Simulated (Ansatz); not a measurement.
**H₇NOSi₂: how energies converge with the basis set**

Aim: see how fast density functionals converge with the basis set for H₇NOSi₂.

Program: Ansatz 0.2.0, Gaussian basis. Level of theory: one geometry, several basis sets. These are calculated values, not measurements.

The runs, in order: PBE0-D4/def2-SVP; ωB97M-V/def2-SVP; PBE0-D4/def2-QZVPP; ωB97M-V/def2-QZVPP; the functionals' def2-TZVPP values are taken from earlier runs.

## (1) Structure used throughout

All runs share one geometry, relaxed beforehand with PBE0-D4 in a triple-zeta def2 set.

SMILES `O[SiH2]N[SiH3]`, 11 atoms, charge 0, spin multiplicity 1.

Atoms are counted from 1 here; the program's logs count them from 0.

Bond lengths: O1–Si2 1.645 Å, O1–H5 0.958 Å, Si2–N3 1.719 Å, Si2–H6 1.480 Å, Si2–H7 1.485 Å, N3–Si4 1.727 Å, N3–H8 1.012 Å, Si4–H9 1.489 Å, Si4–H10 1.484 Å, Si4–H11 1.489 Å. Angles: Si2–O1–H5 117.5°, O1–Si2–N3 114.1°, O1–Si2–H6 103.1°, O1–Si2–H7 111.4°, N3–Si2–H6 110.9°, N3–Si2–H7 105.4°, H6–Si2–H7 112.3°, Si2–N3–Si4 129.0°, Si2–N3–H8 115.4°, Si4–N3–H8 115.5°, N3–Si4–H9 112.6°, N3–Si4–H10 107.5°, N3–Si4–H11 110.9°, H9–Si4–H10 109.1°, H9–Si4–H11 107.3°, H10–Si4–H11 109.5°.

## (2) PBE0-D4 in def2-SVP

in.yaml reads:

```yaml
crystal:
  periodic: [false, false, false]
  atoms:
    - {symbol: O, position_ang: [-1.209971, 2.153174, -0.375617]}
    - {symbol: Si, position_ang: [-0.478116, 0.818150, -0.999653]}
    - {symbol: N, position_ang: [-0.459450, -0.533040, 0.063470]}
    - {symbol: Si, position_ang: [0.882044, -1.264519, 0.869123]}
    - {symbol: H, position_ang: [-0.836891, 2.530539, 0.422404]}
    - {symbol: H, position_ang: [-1.284256, 0.527867, -2.206530]}
    - {symbol: H, position_ang: [0.946546, 1.084218, -1.324270]}
    - {symbol: H, position_ang: [-1.359124, -0.962033, 0.236700]}
    - {symbol: H, position_ang: [1.194408, -2.621128, 0.341795]}
    - {symbol: H, position_ang: [2.058124, -0.382291, 0.666840]}
    - {symbol: H, position_ang: [0.611989, -1.408037, 2.326236]}
basis:
  gaussian: {orbitals: def2-SVP}
hamiltonian: {xc: pbe0, dispersion: d4}
output: {orbitals: {seedname: orbitals}}
```

The run is started by

```console
$ ansatz run in.yaml --threads 4 --pin off --events-out ev --progress --plain --max-ram 10444MiB
```

The runs that follow: ωB97M-V in def2-SVP; PBE0-D4 in def2-QZVPP; ωB97M-V in def2-QZVPP.

**Question.** What will the summary of the whole plan be? Wanted: PBE0-D4: double and triple zeta above quadruple; ωB97M-V: double and triple zeta above quadruple.

**Answer**, as computed:

| quantity | value |
| --- | --- |
| PBE0-D4: double and triple zeta above quadruple | 11.09, 0.78 eV |
| ωB97M-V: double and triple zeta above quadruple | 11.21, 0.72 eV |

**Reading.** For PBE0-D4 the step from double to triple zeta gains 10.31 eV and the next only 0.78 eV. Total energies overstate the basis error of differences, where much of it tends to cancel. The LUMO of ωB97M-V is positive and keeps falling with the basis (2.56 to 1.23 eV): an unbound level that the basis holds in place.
